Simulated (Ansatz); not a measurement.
# HfN₄H₈: small, medium and large basis sets

How large a basis does HfN₄H₈ need? Two functionals are run in growing sets.

Program: Ansatz 0.2.0, Gaussian basis. Level of theory: one geometry, several basis sets. These are calculated values, not measurements.

Levels to be run: PBE0-D4/def2-SVP; ωB97M-V/def2-SVP; PBE0-D4/def2-QZVPP; ωB97M-V/def2-QZVPP; the functionals' def2-TZVPP values are taken from earlier runs.

### 1 The geometry

All runs share one geometry, relaxed beforehand with PBE0-D4/def2-TZVP. Hf takes the def2 core potential; no spin-orbit term is included.

SMILES `[NH2][Hf]([NH2])([NH2])[NH2]`, 13 atoms, charge 0, spin multiplicity 1.

Atoms are counted from 1 here; the program's logs count them from 0.

Bond lengths: N1–Hf2 2.048 Å, N1–H6 1.010 Å, N1–H7 1.011 Å, Hf2–N3 2.048 Å, Hf2–N4 2.048 Å, Hf2–N5 2.048 Å, N3–H8 1.010 Å, N3–H9 1.011 Å, N4–H10 1.011 Å, N4–H11 1.010 Å, N5–H12 1.011 Å, N5–H13 1.010 Å. Angles: Hf2–N1–H6 127.1°, Hf2–N1–H7 124.3°, H6–N1–H7 108.5°, N1–Hf2–N3 109.9°, N1–Hf2–N4 108.5°, N1–Hf2–N5 110.0°, N3–Hf2–N4 109.9°, N3–Hf2–N5 108.5°, N4–Hf2–N5 110.0°, Hf2–N3–H8 127.0°, Hf2–N3–H9 124.3°, H8–N3–H9 108.5°, Hf2–N4–H10 124.2°, Hf2–N4–H11 127.1°, H10–N4–H11 108.5°, Hf2–N5–H12 124.3°, Hf2–N5–H13 127.0°, H12–N5–H13 108.5°.

### 2 PBE0-D4 in def2-SVP

Input file in.yaml:

```yaml
crystal:
  periodic: [false, false, false]
  atoms:
    - {symbol: N, position_ang: [-1.758885, 0.990871, -0.343001]}
    - {symbol: Hf, position_ang: [0.000576, 0.000426, 0.000365]}
    - {symbol: N, position_ang: [-0.321094, -1.575371, 1.268499]}
    - {symbol: N, position_ang: [0.722315, -0.681899, -1.790821]}
    - {symbol: N, position_ang: [1.357949, 1.266482, 0.866474]}
    - {symbol: H, position_ang: [-2.621361, 0.895869, 0.173101]}
    - {symbol: H, position_ang: [-1.918996, 1.612631, -1.123732]}
    - {symbol: H, position_ang: [-0.349541, -2.554755, 1.025084]}
    - {symbol: H, position_ang: [-0.404841, -1.491675, 2.272334]}
    - {symbol: H, position_ang: [0.147414, -1.080159, -2.520688]}
    - {symbol: H, position_ang: [1.671046, -0.617151, -2.129838]}
    - {symbol: H, position_ang: [2.178558, 0.962554, 1.372364]}
    - {symbol: H, position_ang: [1.296861, 2.272189, 0.929859]}
basis:
  gaussian: {orbitals: def2-SVP}
hamiltonian: {xc: pbe0, dispersion: d4}
output: {orbitals: {seedname: orbitals}}
```

On the command line:

```console
$ ansatz run in.yaml --threads 2 --pin off --events-out ev --progress --plain --max-ram 20480MiB --backend cpu
```

After this run come: ωB97M-V in def2-SVP; PBE0-D4 in def2-QZVPP; ωB97M-V in def2-QZVPP.

**Question.** What will the summary of the whole plan be? Wanted: PBE0-D4: double and triple zeta above quadruple; ωB97M-V: double and triple zeta above quadruple.

**Answer**, as computed:

```
                                       quantity          value
PBE0-D4: double and triple zeta above quadruple  8.26, 0.42 eV
ωB97M-V: double and triple zeta above quadruple  8.55, 0.39 eV
```

In words: PBE0-D4 gains 7.84 eV from double to triple zeta, then 0.42 eV more. These are total energies; as a rule much of such shifts cancels in differences, which this series doesn't test. The LUMO of ωB97M-V is positive and keeps falling with the basis (1.61 to 0.59 eV): an unbound level that the basis holds in place.
